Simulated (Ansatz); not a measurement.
## Ge2Sb2Te5, space group P-3m1: a conversion between chain and input file, step by step

With the Ansatz DFT code, driven from Python.

Run as a notebook:

**Cell 1**
```python
import ansatz as az
from ase import Atoms
```

**Cell 2**
```python
atoms = Atoms(
    ['Ge', 'Ge', 'Sb', 'Sb', 'Te', 'Te', 'Te', 'Te', 'Te'],
    scaled_positions=[
        (1 / 3, 2 / 3, 0.897105),
        (2 / 3, 1 / 3, 0.102895),
        (0.0, 0.0, 0.679932),
        (0.0, 0.0, 0.320068),
        (0.0, 0.0, 0.0),
        (2 / 3, 1 / 3, 0.798458),
        (1 / 3, 2 / 3, 0.201542),
        (1 / 3, 2 / 3, 0.580108),
        (2 / 3, 1 / 3, 0.419892),
    ],
    cell=[
        (4.294064, 0.0, 0.0),
        (-2.147032, 3.718769, 0.0),
        (0.0, 0.0, 17.101346),
    ],
    pbc=True,
)
ge2sb2te5 = az.Crystal.from_ase(atoms)
```

**Cell 3**
```python
calc = (
    ge2sb2te5.calculation()
    .occupations(az.OccupationsMethod.FIXED)
    .basis(550)
    .kpoints(5, 5, 2)
    .scf(tolerance=1e-08)
    .phonons('dfpt', mesh=2)
)
print(calc.to_yaml())
```
Output:
```text
crystal:
  lattice:
    - [4.294064, 0.0, 0.0]
    - [-2.147032, 3.718769, 0.0]
    - [0.0, 0.0, 17.101346]
  atoms:
    - { symbol: Ge, position: [0.3333333333333333, 0.6666666666666666, 0.897105] }
    - { symbol: Ge, position: [0.6666666666666666, 0.3333333333333333, 0.102895] }
    - { symbol: Sb, position: [0.0, 0.0, 0.679932] }
    - { symbol: Sb, position: [0.0, 0.0, 0.320068] }
    - { symbol: Te, position: [0.0, 0.0, 0.0] }
    - { symbol: Te, position: [0.6666666666666666, 0.3333333333333333, 0.798458] }
    - { symbol: Te, position: [0.3333333333333333, 0.6666666666666666, 0.201542] }
    - { symbol: Te, position: [0.3333333333333333, 0.6666666666666666, 0.580108] }
    - { symbol: Te, position: [0.6666666666666666, 0.3333333333333333, 0.419892] }
basis:
  ecutwfc: 550.0
kpoints:
  mp_grid:
    grid: [5, 5, 2]
scf:
  convergence:
    dr2_threshold: 1.0e-08
  occupations:
    method: fixed
phonons:
  method: dfpt
  qmesh: [2, 2, 2]
```

The input is only written out: it wasn't run, and its settings aren't tested. The structure comes from a database and needn't be a stable phase.
